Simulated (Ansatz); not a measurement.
# FGeH₂O− (SMILES [O-][GeH2][F]): functionals against CCSD(T) at one geometry

An exercise on one series of results from a longer session: the logs are not shown, and one member is left open.

Method: single points in def2-TZVPPD; program: Ansatz 0.2.0, Gaussian basis.

Cores are frozen in the correlated methods. Filled d shells of the heavier atoms are correlated.

## The system as given

5 atoms, charge -1, spin multiplicity 1.

Atoms are counted from 1 here; the program's logs count them from 0.

Bond lengths: O1–Ge2 1.568 Å, Ge2–F3 1.832 Å, Ge2–H4 1.534 Å, Ge2–H5 1.528 Å. Angles: O1–Ge2–F3 114.5°, O1–Ge2–H4 121.3°, O1–Ge2–H5 120.9°, F3–Ge2–H4 96.3°, F3–Ge2–H5 96.5°, H4–Ge2–H5 102.2°.

Coordinates:

```xyz
5
FGeH2O
O    -0.6062    0.0490    1.6082
Ge    0.0245   -0.0602    0.1771
F    -0.8795    0.8605   -1.1239
H     0.0762   -1.3990   -0.5702
H     1.4028    0.5291   -0.1197
```

Set-up of the first run:

run/in.yaml reads:

```yaml
crystal:
  periodic: [false, false, false]
  atoms:
    - {symbol: O, position_ang: [-0.606200, 0.049000, 1.608200]}
    - {symbol: Ge, position_ang: [0.024500, -0.060200, 0.177100]}
    - {symbol: F, position_ang: [-0.879500, 0.860500, -1.123900]}
    - {symbol: H, position_ang: [0.076200, -1.399000, -0.570200]}
    - {symbol: H, position_ang: [1.402800, 0.529100, -0.119700]}
basis:
  gaussian: {orbitals: "def2-TZVPPD.json"}
total_charge: -1
correlation: {method: ccsd_t}
output: {forces: true}
```

The basis file named in the input lies beside it (Basis Set Exchange, JSON).

The command line of these runs was not kept.

Steps of the session up to this table: CCSD(T)/def2-TZVPPD; PBE0-D4/def2-TZVPPD; wB97M-V/def2-TZVPPD; r2SCAN-D4/def2-TZVPPD; PBE-D4/def2-TZVPPD; CAM-B3LYP-D4/def2-TZVPPD; revPBE-D4/def2-TZVPPD.

One of the session's tables, all rows but one given; the rest of the session is left out.

```
      method  RMS force component (eV/Å)  angle to CCSD(T) forces (°)
     CCSD(T)                       2.169                    reference
     PBE0-D4                       2.025                          2.2
     wB97M-V                       2.077                          1.2
   r2SCAN-D4                       2.071                          1.7
      PBE-D4                       2.249                          6.5
CAM-B3LYP-D4                       2.016                          0.8
   revPBE-D4                           ?                            ?
```

**Question.** Estimate the row for revPBE-D4.

**Answer.** RMS force component (eV/Å): 2.307; angle to CCSD(T) forces (°): 7.5. In the column «RMS force component (eV/Å)» it is the highest.
